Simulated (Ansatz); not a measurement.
**F3GeH: molecular dynamics**

Aim: follow the molecule's vibrations and see whether its bonds hold. The start is relaxed first. Runs: 300 steps of 0.5 fs under a Langevin thermostat at 500 K. SMILES of the start: [F][GeH]([F])[F].

All numbers below are computed with Ansatz 0.2.0 (RKS BHLYP-D4/def2-SVP).

### 1 The structure to begin with

Bond lengths: Ge1–F2 1.680 Å, Ge1–H3 1.550 Å, Ge1–F4 1.679 Å, Ge1–F5 1.679 Å. Angles: F2–Ge1–H3 109.5°, F2–Ge1–F4 109.5°, F2–Ge1–F5 109.5°, H3–Ge1–F4 109.5°, H3–Ge1–F5 109.5°, F4–Ge1–F5 109.5°.

Coordinates:

```xyz
5

Ge    0.0000    0.0000    0.0000
F     0.0000    0.0000    1.6800
H     1.4616    0.0000   -0.5162
F    -0.7913    1.3709   -0.5594
F    -0.7913   -1.3709   -0.5594
```

### 2 Preparing the start

File input.yaml:

```yaml
crystal:
  periodic: [false, false, false]
  atoms:
    - { symbol: Ge, position_ang: [0.0, 0.0, 0.0] }
    - { symbol: F, position_ang: [0.0, 0.0, 1.68] }
    - { symbol: H, position_ang: [1.4616, 0.0, -0.5162] }
    - { symbol: F, position_ang: [-0.7913, 1.3709, -0.5594] }
    - { symbol: F, position_ang: [-0.7913, -1.3709, -0.5594] }
basis:
  gaussian: { orbitals: def2-SVP }
hamiltonian:
  xc: { name: BHLYP }
  dispersion: d4
relax:
  f_tol: 0.02
  max_steps: 40
```

Started as:

```sh
$ ansatz run input.yaml --threads 1 --pin off --max-ram 2048MiB --backend cpu --events-out ev --progress --plain --runs-dir out
```

Further steps of the session: Dynamics.

Q: Predict the outcome of this session. Wanted: relaxation of the start; temperature, first and last step; temperature, second half; potential energy, second half; bonds formed or broken.

As calculated:

| quantity | value |
| --- | --- |
| relaxation of the start | 2 moves, 0.085 eV lower |
| length | 300 steps of 0.5 fs |
| temperature, first and last step | 400 and 1055 K |
| temperature, second half | mean 632 K, from 332 to 1241 K |
| potential energy, second half | +47 meV/atom from the start |
| bonds formed or broken | 0 |

What this shows: Against a set 500 K the second half averages 632 K with a spread of 217 K. In 150 fs the run doesn't reach equilibrium. The bonds all hold. A run of 150 fs with 5 atoms shows the motion but fixes no equilibrium value. The nuclei move classically, without zero-point motion, which matters most for hydrogen.
